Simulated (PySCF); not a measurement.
# From one method to the next for AlI⁺

What do other methods print for AlI⁺?

Program: PySCF 2.14.0. Level of theory: each script names its method and basis. These are calculated values, not measurements.

8 further runs of the same task are left out: 1 for a known fault of the program, 7 that didn't finish.

**1. Where the work starts**

AlI⁺: 2 atoms, charge 1, spin multiplicity 2.

Bond lengths: Al1–I2 2.735 Å.

**2. Base script**

Contents of input.py:

```python
from pyscf import gto, dft

mol = gto.M(
    atom='Al 0 0 0; I 0 0 2.735',
    basis='def2-svp',
    ecp={'I': 'def2-svp'},
    charge=1,
    spin=1,
    symmetry=True,
    verbose=4,
)
mf = dft.UKS(mol, xc='r2scan')
mf.kernel()
mf.dip_moment()
print('orbital energies (hartree):', [e[max(0, n-3):n+3].round(4) for e, n in zip(mf.mo_energy, mol.nelec)])
```

Run with:

```console
> OMP_NUM_THREADS=1 python input.py
```

Its log is not repeated here.

Base result: E(SCF) = -539.846491 Eh, 14 cycles, ⟨S²⟩ = 0.764.

The bond length is a typed value, not an optimised one. The dipole of an ion depends on the origin.

**3. Polarisability**

Variant 1 changes step after the SCF: none → polarizability.

Contents of input.py:

```python
from pyscf import gto, dft
from pyscf.prop.polarizability import uhf as pol

mol = gto.M(
    atom='Al 0 0 0; I 0 0 2.735',
    basis='def2-svp',
    ecp={'I': 'def2-svp'},
    charge=1,
    spin=1,
    symmetry=True,
    verbose=4,
)
mf = dft.UKS(mol, xc='r2scan')
mf.kernel()
print('polarizability (a.u.)')
print(pol.Polarizability(mf).polarizability().round(4))
mf.dip_moment()
print('orbital energies (hartree):', [e[max(0, n-3):n+3].round(4) for e, n in zip(mf.mo_energy, mol.nelec)])
```

Run with:

```console
> OMP_NUM_THREADS=1 python input.py
```

**4. Pw91**

Variant 2 changes functional: r2scan → pw91.

input.py: that of step 2 with these lines changed.

```diff
@@ -11,3 +11,3 @@
 )
-mf = dft.UKS(mol, xc='r2scan')
+mf = dft.UKS(mol, xc='pw91')
 mf.kernel()
```

**5. MP2 (UHF)**

Variant 3 changes step after the SCF: none → mp2; SCF type: UKS → UHF; functional: r2scan → none (Hartree–Fock).

input.py: that of step 2 with these lines changed.

```diff
@@ -1,2 +1,2 @@
-from pyscf import gto, dft
+from pyscf import gto, scf, mp
 
@@ -11,4 +11,5 @@
 )
-mf = dft.UKS(mol, xc='r2scan')
+mf = scf.UHF(mol)
 mf.kernel()
+mp.MP2(mf).kernel()
 mf.dip_moment()
```

**Question.** What will these runs give? Wanted: for each run, E(SCF); from base; gap, α spin; after the SCF.

As calculated:

| run | E(SCF) (hartree) | from base (eV) | cycles | gap, α spin (eV) | after the SCF |
| --- | --- | --- | --- | --- | --- |
| base | -539.846491 | 0 | 14 | 3.50 | n/a |
| polarisability | -539.846491 | 0.0000 | 14 | 3.50 | n/a |
| pw91 | -539.839517 | not comparable | 14 | 3.19 | n/a |
| MP2 (UHF) | -538.241613 | not comparable | 15 | 10.32 | MP2 correlation -4.290 eV |

What this shows: A lower total energy from another functional means nothing by itself.
